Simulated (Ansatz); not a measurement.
# H6NSbSi: the cost of one run

Computed with Ansatz 0.2.0, Gaussian basis. Level: the settings change from run to run.

### Step 1. The molecule

The structure was relaxed beforehand with PBE0-D4 in a triple-zeta def2 set. Sb takes a core potential in def2 sets; no spin-orbit term is included.

SMILES `[NH2][SbH][SiH3]`, 9 atoms, charge 0, spin multiplicity 1.

Atoms are counted from 1 here; the program's logs count them from 0.

Bond lengths: N1–Sb2 2.046 Å, N1–H4 1.012 Å, N1–H5 1.012 Å, Sb2–Si3 2.588 Å, Sb2–H6 1.711 Å, Si3–H7 1.489 Å, Si3–H8 1.490 Å, Si3–H9 1.489 Å. Angles: Sb2–N1–H4 110.7°, Sb2–N1–H5 113.7°, H4–N1–H5 107.9°, N1–Sb2–Si3 98.2°, N1–Sb2–H6 93.7°, Si3–Sb2–H6 90.0°, Sb2–Si3–H7 109.7°, Sb2–Si3–H8 110.4°, Sb2–Si3–H9 111.2°, H7–Si3–H8 108.1°, H7–Si3–H9 108.5°, H8–Si3–H9 108.9°.

### Step 2. B3LYP/x2c-TZVPPall

This run has charge +1, multiplicity 2, a grid of angular degree 23, D3(BJ) with three-body dispersion.

Contents of in.yaml:

```yaml
crystal:
  periodic: [false, false, false]
  atoms:
    - {symbol: N, position_ang: [-0.047893, 0.620329, -1.934282]}
    - {symbol: Sb, position_ang: [1.099091, 0.995960, -0.282279]}
    - {symbol: Si, position_ang: [0.038665, -0.747715, 1.308754]}
    - {symbol: H, position_ang: [0.432534, -0.005784, -2.568289]}
    - {symbol: H, position_ang: [-0.950082, 0.214169, -1.720087]}
    - {symbol: H, position_ang: [0.035457, 2.193843, 0.320123]}
    - {symbol: H, position_ang: [0.618994, -2.091661, 1.038719]}
    - {symbol: H, position_ang: [-1.432430, -0.825300, 1.086466]}
    - {symbol: H, position_ang: [0.293964, -0.400243, 2.733775]}
basis:
  gaussian: {orbitals: x2c-TZVPPall, final_grid: {core_spheres: 8, valence_spheres: 7, degree: 23}}
total_charge: 1
magnetization: {spin_polarized: true, initial_magnetization: 1}
hamiltonian: {xc: {name: B3LYP}, dispersion: d3bjatm}
```

The run is started by

```
> ansatz run in.yaml --threads 2 --pin off --events-out ev --progress --plain --max-ram 4352MiB
```

What time and memory should one allow on 2 threads of Intel Xeon Platinum 8259CL at 2.50GHz, shared host?

About 23 s, with a peak of 0.85 GiB.
